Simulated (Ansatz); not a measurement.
**Molecular dynamics of WC**

The input (input.yaml):

```yaml
accuracy: low
crystal:
  lattice:
    - [-2.953038, -5.114812, 0.0]
    - [4.429557, -2.557406, 0.0]
    - [0.0, 0.0, 5.773436]
  atoms:
    - { symbol: W, position: [0.76952362, 0.52852926, 0.00739342] }
    - { symbol: C, position: [0.47606626, 0.67346263, 0.2520092] }
    - { symbol: W, position: [0.75327233, 0.53007914, 0.50950771] }
    - { symbol: C, position: [0.51354711, 0.67834697, 0.73040766] }
    - { symbol: W, position: [0.50900744, 0.02734994, 0.05081612] }
    - { symbol: C, position: [0.24838879, 0.1706887, 0.27354687] }
    - { symbol: W, position: [0.52032153, 0.00907164, 0.49585742] }
    - { symbol: C, position: [0.30206728, 0.15822108, 0.78137056] }
    - { symbol: W, position: [0.27096435, 0.47302595, -0.00467673] }
    - { symbol: C, position: [0.0314126, 0.6998697, 0.2474943] }
    - { symbol: W, position: [0.23721785, 0.53368235, 0.51082835] }
    - { symbol: C, position: [-0.00163606, 0.68904891, 0.75637895] }
    - { symbol: W, position: [-0.01606124, 0.02554267, -0.01281419] }
    - { symbol: C, position: [0.76009049, 0.1839665, 0.26147386] }
    - { symbol: W, position: [0.00289421, 0.03477036, 0.50142891] }
    - { symbol: C, position: [0.72700546, 0.16539003, 0.72182714] }
basis:
  ecutwfc: 420.0
kpoints:
  mp_grid: { grid: [3, 3, 3] }
hamiltonian:
  xc: pbesol
  pseudopotentials: { kind: paw, azcp: { folder: soft_1 } }
scf:
  occupations: { method: fermi_dirac, width: 0.24 }
  lower_state_search: "off"
md:
  timestep: 1
  n_steps: 189
  ensemble: nvt_langevin
  temperature: 2240.0
  initial_velocities: maxwell_boltzmann
  seed: 63580
  friction: 0.02
  temperature_schedule:
    - { n_steps: 142, end_temperature: 300.0 }
    - { n_steps: 47, end_temperature: 300.0 }
```

Launched with:

```bash
$ ansatz run input.yaml --threads 2 --pin off --max-ram 5120MiB --backend cpu --events-out ev --progress --plain --runs-dir out
```

It goes on from the last frame of an earlier run, with new velocities.

Output, in part (step lines):

```
md step     0: t =     0.00 fs  T =  2100.0 K (target 2240.0 K)  F+E_penalty+E_count = -84032.64182190 eV  E_kin = 4.343136 eV  (9 SCF iters)
md step     1: t =     1.00 fs  T =  2098.6 K (target 2233.2 K)  F+E_penalty+E_count = -84032.89408515 eV  E_kin = 4.340312 eV  (6 SCF iters)
md step     2: t =     2.00 fs  T =  2374.5 K (target 2219.5 K)  F+E_penalty+E_count = -84033.12516260 eV  E_kin = 4.910896 eV  (6 SCF iters)
md step     3: t =     3.00 fs  T =  2236.1 K (target 2205.8 K)  F+E_penalty+E_count = -84033.31405070 eV  E_kin = 4.624534 eV  (6 SCF iters)
md step     4: t =     4.00 fs  T =  2411.0 K (target 2192.2 K)  F+E_penalty+E_count = -84033.46438541 eV  E_kin = 4.986330 eV  (6 SCF iters)
md step     5: t =     5.00 fs  T =  2657.6 K (target 2178.5 K)  F+E_penalty+E_count = -84033.57759524 eV  E_kin = 5.496389 eV  (5 SCF iters)
md step     6: t =     6.00 fs  T =  2788.5 K (target 2164.9 K)  F+E_penalty+E_count = -84033.63443391 eV  E_kin = 5.766996 eV  (5 SCF iters)
md step     7: t =     7.00 fs  T =  2889.0 K (target 2151.2 K)  F+E_penalty+E_count = -84033.61910700 eV  E_kin = 5.974828 eV  (5 SCF iters)
[... lines left out ...]
md step   188: t =   188.00 fs  T =   499.6 K (target 300.0 K)  F+E_penalty+E_count = -84036.11951480 eV  E_kin = 1.033270 eV  (5 SCF iters)
md step   189: t =   189.00 fs  T =   473.1 K (target 300.0 K)  F+E_penalty+E_count = -84036.10511517 eV  E_kin = 0.978368 eV  (6 SCF iters)
```

The steps, from the saved trajectory:

| time (fs) | T (K) | potential energy less start (eV) |
| --- | --- | --- |
| 0.0 | 2100 | 0.000 |
| 6.0 | 2788 | -0.993 |
| 12.0 | 2369 | -0.286 |
| 18.0 | 2010 | 0.853 |
| 24.0 | 1860 | 0.805 |
| 30.0 | 2310 | -0.240 |
| 36.0 | 2502 | -1.169 |
| 42.0 | 2565 | -1.021 |
| 48.0 | 2327 | -0.287 |
| 54.0 | 2372 | -0.557 |
| 60.0 | 2414 | -0.828 |
| 66.0 | 2550 | -0.896 |
| 72.0 | 2803 | -1.083 |
| 78.0 | 2549 | -0.795 |
| 84.0 | 1863 | -0.142 |
| 90.0 | 1341 | -0.016 |
| 96.0 | 2072 | -1.322 |
| 102.0 | 1903 | -1.773 |
| 108.0 | 1600 | -1.378 |
| 114.0 | 1303 | -1.317 |
| 120.0 | 1557 | -1.973 |
| 126.0 | 1694 | -2.848 |
| 132.0 | 1532 | -3.077 |
| 138.0 | 1178 | -2.894 |
| 144.0 | 993 | -2.832 |
| 150.0 | 1010 | -3.163 |
| 156.0 | 965 | -3.419 |
| 162.0 | 790 | -3.381 |
| 168.0 | 629 | -3.221 |
| 174.0 | 542 | -3.309 |
| 180.0 | 645 | -3.534 |
| 186.0 | 542 | -3.515 |

The run went to its last step. The schedule's set-point averaged 462 K over the second half and the system 1174 K, so it lags behind the ramp. A run of 0.19 ps of so small a system gives no equilibrium averages. Limits of this set-up: coarse k mesh, PAW files made for another functional, low accuracy level.

Mean squared displacements from the first frame to the last, about the centre of mass: W 0.03 Å², C 0.05 Å².

Last frame:

```xyz
16
Lattice="-2.9530 -5.1148 0.0000 4.4296 -2.5574 0.0000 0.0000 0.0000 5.7734" Properties=species:S:1:pos:R:3
W 0.234 -5.334 0.114
C 1.707 -4.500 1.537
W 0.231 -5.380 2.928
C 1.665 -4.599 4.297
W -1.347 -2.826 0.059
C 0.112 -1.958 1.457
W -1.327 -2.809 3.008
C 0.211 -1.902 4.368
W 1.665 -2.735 0.136
C 3.266 -1.995 1.495
W 1.674 -2.714 2.930
C 3.195 -1.899 4.369
W 0.311 -0.211 0.030
C -1.339 -4.430 1.522
W 0.140 -0.249 3.029
C -1.218 -4.649 4.350
```

The run took 27 min on 2 threads of Intel(R) Xeon(R) Platinum 8259CL CPU @ 2.50GHz (Skylake/Cascade Lake) (shared host), peak memory 1 GiB.
